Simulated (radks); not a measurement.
# Sn⁴⁺ in [Ar] 3d10 4s1.75 4p6 4d10 5s0.25: an all-electron calculation

Aim: the levels, the sizes of the orbitals and the parts of the energy of the tin ion Sn4+.

Program: radks (a radial shooting solver on a logarithmic mesh, Libxc functionals) version 1. Level of theory: scalar-relativistic Kohn-Sham, PBE, spin-unpolarised, spherical densities, finite nucleus. These are calculated values, not measurements, unless marked.

### Step 1. The atom as given

| Quantity | Value |
| --- | --- |
| element | tin (Z = 50) |
| charge | +4 |
| electrons | 46 |
| configuration | [Ar] 3d10 4s1.75 4p6 4d10 5s0.25 |
| nuclear rms radius | 4.6519 fm |

### Step 2. The calculation

Input:

```text
Z 50
configuration [Ar] 3d10 4s1.75 4p6 4d10 5s0.25 5p0 6s0 4f0 5d0
relativity scalar-relativistic
functional pbe,pbe
spin unpolarised
nucleus finite rms 4.6519 fm
c 137.035999084
```

The run is started by

```console
python run_ks.py task.json out
```

This one command runs every case of the session in turn.

Q: Predict the outcome of this run.

As calculated:

```
                        quantity                value
                    total energy  -6172.42640 hartree
exchange-correlation share of it               2.65 %
                            −T/E               1.0440
          highest occupied level       5s, -47.040 eV
    most extended occupied level  5s, <r> = 2.02 bohr
 radius at density 0.001 e/bohr³            2.91 bohr
    maxima of the radial density                    4
```

**Reading.** The radial density shows 4 maxima for 5 occupied principal shells; where shells overlap, one shows as a shoulder or not at all. Relativity lifts −T/E to 1.044. This is not the tabulated ground configuration, so its levels and sizes aren't those of the ground state, and no measured value stands beside it.
